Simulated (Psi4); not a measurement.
# doublet GePH4: levels of theory compared

We compute a comparison of 4 runs (UBHLYP/def2-TZVP, UM06-2X/def2-TZVP, UM06-L/def2-TZVP, UPBE0/def2-TZVP) of doublet GePH4. 

Program for the calculation: Psi4 1.11.

### 1 The structure to begin with

The species is GePH4 (6 atoms), meant as a doublet with charge 0. As SMILES of the parent species, `[PH2][GeH2-]`. Geometry: a GFN2-xTB relaxation, a rough one for these elements and not checked as a minimum. This is one conformer, not always the lowest. That shape belongs to the parent species and isn't relaxed for this state.

Bond lengths: P1–Ge2 2.360 Å, P1–H3 1.383 Å, P1–H4 1.383 Å, Ge2–H5 1.648 Å, Ge2–H6 1.647 Å. Angles: P1–Ge2–H5 90.4°, P1–Ge2–H6 90.4°, Ge2–P1–H3 94.4°, Ge2–P1–H4 94.5°, H5–Ge2–H6 88.0°, H3–P1–H4 90.4°.

### 2 Energy and forces at UBHLYP/def2-TZVP (run 1)

File input.in:

```
memory 1600 mb

molecule {
  0 2
  P
  Ge 1 r2
  H 1 r3 2 a3
  H 1 r4 3 a4 2 d4
  H 2 r5 1 a5 3 d5
  H 2 r6 5 a6 1 d6

  r2 = 2.360411
  r3 = 1.383147
  a3 = 94.42786
  r4 = 1.383259
  a4 = 90.36084
  d4 = 94.54467
  r5 = 1.647839
  a5 = 90.44692
  d5 = -178.33558
  r6 = 1.647232
  a6 = 88.03317
  d6 = -90.37363
  symmetry c1
}

set {
  reference uks
  puream true
  e_convergence 1e-09
  d_convergence 1e-08
  scf_type pk
  dft_radial_points 99
  dft_spherical_points 590
  maxiter 200
}

result, w = gradient("bhhlyp/def2-TZVP", return_wfn=True)
oeprop(w, "MAYER_INDICES", "DIPOLE", "LOWDIN_CHARGES")
```

Command:

```bash
$ psi4 -n 1 input.in input.out
```

input.out:

```text
[...]
  Running in c1 symmetry.
[...]
  Nuclear repulsion =  158.212505833964315
[...]
  Multiplicity = 2
[...]
  Nalpha       = 26
  Nbeta        = 25
[...]
    Number of basis functions: 109
[...]
   @UKS iter   1: -2418.84022495618638   -1.98432e+00   2.84346e-02 DIIS/ADIIS
[...]
   @UKS iter  17: -2420.67711918965733   -1.27329e-11   5.81740e-09 DIIS
[...]
   @S^2 Observed:                7.637583897E-01
[...]
  @UKS Final Energy: -2420.67711918965733
   => Energetics <=
    Nuclear Repulsion Energy =            158.2125058339643147
    One-Electron Energy =               -3685.0819820231854465
    Two-Electron Energy =                1159.2203347529525672
    DFT Exchange-Correlation Energy =     -53.0279777533887895
    Empirical Dispersion Energy =           0.0000000000000000
    VV10 Nonlocal Energy =                  0.0000000000000000
    Total Energy =                      -2420.6771191896573328
[...]
  -Total Gradient:
     Atom            X                  Y                   Z
    ------   -----------------  -----------------  -----------------
       1        0.006671725579    -0.006451279237    -0.016378660640
       2       -0.046583457932     0.045662732463     0.024120557159
       3       -0.005229245924    -0.011864534746     0.008059491088
       4        0.011733700530     0.005397594686     0.008101783717
       5        0.013046308161    -0.020197686881    -0.011957755687
       6        0.020361037593    -0.012546858613    -0.011946931298
[...]
 Multipole Moments:
 ------------------------------------------------------------------------------------
     Multipole            Electronic (a.u.)      Nuclear  (a.u.)        Total (a.u.)
 ------------------------------------------------------------------------------------
 L = 1.  Multiply by 2.5417464519 to convert [e a0] to [Debye]
 Dipole X            :         -0.7203142            0.3155241           -0.4047901
 Dipole Y            :          0.6901036           -0.2932501            0.3968535
 Dipole Z            :          7.1006792           -7.1232441           -0.0225648
 Magnitude           :                                                    0.5673244
[...]
```

It took 81 s on 1 thread of Intel Xeon Platinum 8259CL at 2.50GHz (Skylake/Cascade Lake), shared host; peak memory 0.61 GiB.

### 3 The energy at UM06-2X/def2-TZVP (run 2)

File geh4p.inp:

```
memory 1600 MB

molecule geom {
  0 2
  P     -0.720450    -0.896490    -0.032470
  Ge     0.869730     0.846830     0.028390
  H     -0.086520    -1.653140     0.936400
  H     -0.067380    -1.604580    -1.025200
  H      0.009790     1.687950    -1.097840
  H     -0.005170     1.619430     1.190720
  symmetry c1
}

set {
  basis                def2-TZVP
  reference            uks
  puream               true
  e_convergence        1e-09
  d_convergence        1e-08
  scf_type             pk
  dft_radial_points    99
  dft_spherical_points 590
  maxiter              200
}

E = energy("m06-2x")
```

Command:

```bash
$ psi4 -i geh4p.inp -o geh4p.out -n 1
```

geh4p.out:

```text
[...]
  Running in c1 symmetry.
[...]
  Nuclear repulsion =  158.212500119900142
[...]
  Multiplicity = 2
[...]
  Nalpha       = 26
  Nbeta        = 25
[...]
    Number of basis functions: 109
[...]
   @UKS iter   1: -2418.85803115212730   -2.00969e+00   2.84183e-02 DIIS/ADIIS
[...]
   @UKS iter  17: -2420.67832489795501   -3.18323e-12   8.84834e-09 DIIS
[...]
   @S^2 Observed:                7.561604131E-01
[...]
    Orbital Energies [Eh]
    ---------------------
    Alpha Occupied:
       1A   -401.027209     2A    -78.030374     3A    -50.537053
       4A    -45.061641     5A    -45.059913     6A    -45.059903
       7A     -6.849480     8A     -6.504028     9A     -4.965563
      10A     -4.963792    11A     -4.962498    12A     -4.668901
      13A     -4.664561    14A     -4.664559    15A     -1.404251
      16A     -1.402688    17A     -1.402678    18A     -1.400307
      19A     -1.399124    20A     -0.733643    21A     -0.580996
      22A     -0.454978    23A     -0.379236    24A     -0.357964
      25A     -0.341390    26A     -0.289764
    Alpha Virtual:
[...]
  @UKS Final Energy: -2420.67832489795501
   => Energetics <=
    Nuclear Repulsion Energy =            158.2125001199001417
    One-Electron Energy =               -3685.0602886621718426
    Two-Electron Energy =                1155.1464215373330262
    DFT Exchange-Correlation Energy =     -48.9769578930163263
    Empirical Dispersion Energy =           0.0000000000000000
    VV10 Nonlocal Energy =                  0.0000000000000000
    Total Energy =                      -2420.6783248979550081
[...]
 Multipole Moments:
 ------------------------------------------------------------------------------------
     Multipole            Electronic (a.u.)      Nuclear  (a.u.)        Total (a.u.)
 ------------------------------------------------------------------------------------
 L = 1.  Multiply by 2.5417464519 to convert [e a0] to [Debye]
 Dipole X            :          5.5905802           -5.1171358            0.4734444
 Dipole Y            :          4.6537804           -4.9712526           -0.3174722
 Dipole Z            :          0.1613349           -0.1665233           -0.0051884
 Magnitude           :                                                    0.5700571
[...]
```

It took 2 min on 1 thread of Intel Xeon Platinum 8259CL at 2.50GHz (Skylake/Cascade Lake), shared host; peak memory 0.61 GiB.

### 4 Energy and forces at UM06-L/def2-TZVP (run 3)

File geh4p.json:

```json
{
 "schema_name": "qcschema_input",
 "schema_version": 1,
 "molecule": {
  "schema_name": "qcschema_molecule",
  "schema_version": 2,
  "symbols": ["P", "Ge", "H", "H", "H", "H"],
  "geometry": [-1.36145319, -1.69412057, -0.06135941, 1.6435515, 1.60027677, 0.05364932, -0.1634991, -3.12398185, 1.76953954, -0.12732975, -3.03221675, -1.93734722, 0.01850042, 3.18976321, -2.07461693, -0.00976988, 3.06027918, 2.25013469],
  "molecular_charge": 0,
  "molecular_multiplicity": 2,
  "fix_symmetry": "c1"
 },
 "driver": "gradient",
 "model": {
  "method": "m06-l",
  "basis": "def2-TZVP"
 },
 "keywords": {
  "reference": "uks",
  "puream": true,
  "e_convergence": 1e-09,
  "d_convergence": 1e-08,
  "scf_type": "pk",
  "dft_radial_points": 99,
  "dft_spherical_points": 590,
  "maxiter": 200,
  "scf_properties": ["DIPOLE", "LOWDIN_CHARGES", "WIBERG_LOWDIN_INDICES"]
 }
}
```

Command:

```bash
$ psi4 --qcschema geh4p.json -n 1 --memory 1600MB
```

stdout:

```text
[...]
  Running in c1 symmetry.
[...]
  Nuclear repulsion =  158.212500299409669
[...]
  Multiplicity = 2
[...]
  Nalpha       = 26
  Nbeta        = 25
[...]
    Number of basis functions: 109
[...]
   @UKS iter   1: -2418.71039957400899   -1.43319e+00   2.98596e-02 ADIIS/DIIS
[...]
   @UKS iter  15: -2420.64751506251969   -7.27596e-12   8.12016e-09 DIIS
[...]
   @S^2 Observed:                7.544965689E-01
[...]
  @UKS Final Energy: -2420.64751506251969
   => Energetics <=
    Nuclear Repulsion Energy =            158.2125002994096690
    One-Electron Energy =               -3685.2715842320831143
    Two-Electron Energy =                1210.1409269546179530
    DFT Exchange-Correlation Energy =    -103.7293580844642520
    Empirical Dispersion Energy =           0.0000000000000000
    VV10 Nonlocal Energy =                  0.0000000000000000
    Total Energy =                      -2420.6475150625196875
[...]
 Multipole Moments:
 ------------------------------------------------------------------------------------
     Multipole            Electronic (a.u.)      Nuclear  (a.u.)        Total (a.u.)
 ------------------------------------------------------------------------------------
 L = 1.  Multiply by 2.5417464519 to convert [e a0] to [Debye]
 Dipole X            :          5.4227024           -5.1171358            0.3055666
 Dipole Y            :          4.5540911           -4.9712526           -0.4171614
 Dipole Z            :          0.1573231           -0.1665233           -0.0092002
 Magnitude           :                                                    0.5171840
[...]
  -Total Gradient:
     Atom            X                  Y                   Z
    ------   -----------------  -----------------  -----------------
       1       -0.012655916052    -0.009918043567    -0.000293537636
       2        0.055586142984    -0.022107807681    -0.000184428280
       3        0.000262609207     0.010712500983    -0.013058059911
       4        0.000064853377     0.010029989420     0.013557693642
       5       -0.021673035160     0.005775334809    -0.003084547889
       6       -0.021620673380     0.005533881106     0.003063408558
[...]
```

The result, in JSON:

```text
{
 "driver": "gradient",
 "model": {
  "method": "m06-l",
  "basis": "def2-TZVP"
 },
 "success": true,
 "return_result": [-0.012655916051674876, -0.009918043567253884, -0.00029353763580329604, 0.05558614298395992, -0.022107807680645353, -0.00018442827960483065, 0.00026260920677734223, 0.010712500983177373, -0.013058059911197281, 6.485337722475504e-05, 0.010029989419679183, 0.013557693641572943, -0.02167303515957386, 0.005775334808539173, -0.0030845478888355954, -0.02162067338040767, 0.005533881105603718, 0.0030634085580688447],
 "properties": {
  "calcinfo_nbasis": 109,
  "calcinfo_nmo": 109,
  "calcinfo_nalpha": 26,
  "calcinfo_nbeta": 25,
  "calcinfo_natom": 6,
  "nuclear_repulsion_energy": 158.21250029940967,
  "return_energy": -2420.6475150625197,
  "return_gradient": [-0.012655916051674876, -0.009918043567253884, -0.00029353763580329604, 0.05558614298395992, -0.022107807680645353, -0.00018442827960483065, 0.00026260920677734223, 0.010712500983177373, -0.013058059911197281, 6.485337722475504e-05, 0.010029989419679183, 0.013557693641572943, -0.02167303515957386, 0.005775334808539173, -0.0030845478888355954, -0.02162067338040767, 0.005533881105603718, 0.0030634085580688447],
  "scf_one_electron_energy": -3685.271584232083,
  "scf_two_electron_energy": 1210.140926954618,
  "scf_xc_energy": -103.72935808446425,
  "scf_dipole_moment": [0.3055665867449697, -0.4171614493941247, -0.00920021173031188],
  "scf_total_energy": -2420.6475150625197,
  "scf_total_gradient": [-0.012655916051674876, -0.009918043567253884, -0.00029353763580329604, 0.05558614298395992, -0.022107807680645353, -0.00018442827960483065, 0.00026260920677734223, 0.010712500983177373, -0.013058059911197281, 6.485337722475504e-05, 0.010029989419679183, 0.013557693641572943, -0.02167303515957386, 0.005775334808539173, -0.0030845478888355954, -0.02162067338040767, 0.005533881105603718, 0.0030634085580688447],
  "scf_iterations": 15
 }
}
```

It took 1.8 min on 1 thread of Intel Xeon Platinum 8259CL at 2.50GHz (Skylake/Cascade Lake), shared host; peak memory 0.61 GiB.

### 5 The energy at UPBE0/def2-TZVP (run 4)

File geh4p.py:

```python
import psi4

psi4.set_memory(1600000000)
psi4.set_num_threads(1)
psi4.set_output_file('output.dat', False)

mol = psi4.geometry("""
0 2
P     -0.720450    -0.896490    -0.032470
Ge     0.869730     0.846830     0.028390
H     -0.086520    -1.653140     0.936400
H     -0.067380    -1.604580    -1.025200
H      0.009790     1.687950    -1.097840
H     -0.005170     1.619430     1.190720
symmetry c1
""")

psi4.set_options({
    'basis': 'def2-TZVP',
    'reference': 'uks',
    'puream': True,
    'e_convergence': 1e-09,
    'd_convergence': 1e-08,
    'scf_type': 'pk',
    'dft_radial_points': 99,
    'dft_spherical_points': 590,
    'maxiter': 200,
})

result, w = psi4.energy("pbe0", return_wfn=True)
print('E =', round(result, 9))
for k, v in sorted(psi4.core.scalar_variables().items()):
    print(f'{k:45s} {v:18.10f}')
```

Command:

```bash
$ python geh4p.py
```

output.dat:

```text
[...]
  Running in c1 symmetry.
[...]
  Nuclear repulsion =  158.212500119900142
[...]
  Multiplicity = 2
[...]
  Nalpha       = 26
  Nbeta        = 25
[...]
    Number of basis functions: 109
[...]
   @UKS iter   1: -2418.36899341465596   -1.57683e+00   2.95036e-02 DIIS/ADIIS
[...]
   @UKS iter  16: -2420.31027928142476   -8.64020e-12   3.11174e-09 DIIS
[...]
   @S^2 Observed:                7.580837622E-01
[...]
    Orbital Energies [Eh]
    ---------------------
    Alpha Occupied:
       1A   -399.102975     2A    -77.216756     3A    -49.919292
       4A    -44.400975     5A    -44.399525     6A    -44.399508
       7A     -6.615759     8A     -6.286637     9A     -4.751854
      10A     -4.750417    11A     -4.748218    12A     -4.443572
      13A     -4.439336    14A     -4.439229    15A     -1.238474
      16A     -1.236819    17A     -1.236541    18A     -1.234071
      19A     -1.232799    20A     -0.676196    21A     -0.532014
      22A     -0.411454    23A     -0.339422    24A     -0.316217
      25A     -0.305557    26A     -0.257029
    Alpha Virtual:
[...]
  @UKS Final Energy: -2420.31027928142476
   => Energetics <=
    Nuclear Repulsion Energy =            158.2125001199001417
    One-Electron Energy =               -3684.8704067021662922
    Two-Electron Energy =                1184.3339500442664303
    DFT Exchange-Correlation Energy =     -77.9863227434249069
    Empirical Dispersion Energy =           0.0000000000000000
    VV10 Nonlocal Energy =                  0.0000000000000000
    Total Energy =                      -2420.3102792814247550
[...]
 Multipole Moments:
 ------------------------------------------------------------------------------------
     Multipole            Electronic (a.u.)      Nuclear  (a.u.)        Total (a.u.)
 ------------------------------------------------------------------------------------
 L = 1.  Multiply by 2.5417464519 to convert [e a0] to [Debye]
 Dipole X            :          5.4821264           -5.1171358            0.3649906
 Dipole Y            :          4.5937382           -4.9712526           -0.3775144
 Dipole Z            :          0.1589326           -0.1665233           -0.0075907
 Magnitude           :                                                    0.5251599
[...]
```

Standard output:

```text
E = -2420.310279281
CURRENT ENERGY                                  -2420.3102792814
CURRENT REFERENCE ENERGY                        -2420.3102792814
DD SOLVATION ENERGY                                 0.0000000000
DFT FUNCTIONAL TOTAL ENERGY                     -2420.3102792814
DFT TOTAL ENERGY                                -2420.3102792814
DFT VV10 ENERGY                                     0.0000000000
DFT XC ENERGY                                     -77.9863227434
GRID ELECTRONS ALPHA                               25.9999998630
GRID ELECTRONS BETA                                24.9999999028
GRID ELECTRONS TOTAL                               50.9999997658
NUCLEAR REPULSION ENERGY                          158.2125001199
ONE-ELECTRON ENERGY                             -3684.8704067022
PCM POLARIZATION ENERGY                             0.0000000000
PE ENERGY                                           0.0000000000
SCF ITERATION ENERGY                            -2420.3102792814
SCF ITERATIONS                                     16.0000000000
SCF TOTAL ENERGY                                -2420.3102792814
TWO-ELECTRON ENERGY                              1184.3339500443
XC GRID RADIAL POINTS                              99.0000000000
XC GRID SPHERICAL POINTS                          590.0000000000
XC GRID TOTAL POINTS                           332442.0000000000
```

It took 50 s on 1 thread of Intel Xeon Platinum 8259CL at 2.50GHz (Skylake/Cascade Lake), shared host; peak memory 0.6 GiB.

### 6 The series

```tsv
run	level	task	properties	energy (Eh)	dipole moment (D)	HOMO energy (eV)	LUMO energy (eV)	wall time
1	UBHLYP/def2-TZVP	gradient	(mayer, dipole, lowdin)	-2420.677119	1.44	-7.90	-3.28	81 s
2	UM06-2X/def2-TZVP	energy	–	-2420.678325	1.45	-7.88	-3.34	2 min
3	UM06-L/def2-TZVP	gradient	(dipole, lowdin, wiberg)	-2420.647515	1.31	-6.00	-4.93	1.8 min
4	UPBE0/def2-TZVP	energy	–	-2420.310279	1.33	-6.99	-4.08	50 s
```

### 7 Results

| quantity | value |
| --- | --- |
| run 4: total energy | -2420.31028 Eh |
| run 4: dipole moment | 1.33 D |
| run 4: HOMO energy (highest over α and β) | -6.99 eV |
| run 4: LUMO energy (lowest over α and β) | -4.08 eV |
| run 4: ⟨S²⟩ | 0.758 |

In words: The dipole moment (its size) runs from 1.31 D (UM06-L/def2-TZVP) to 1.45 D (UM06-2X/def2-TZVP). Totals of different functionals can't be ranked against each other. All runs together took 6 min, the longest 2 min.
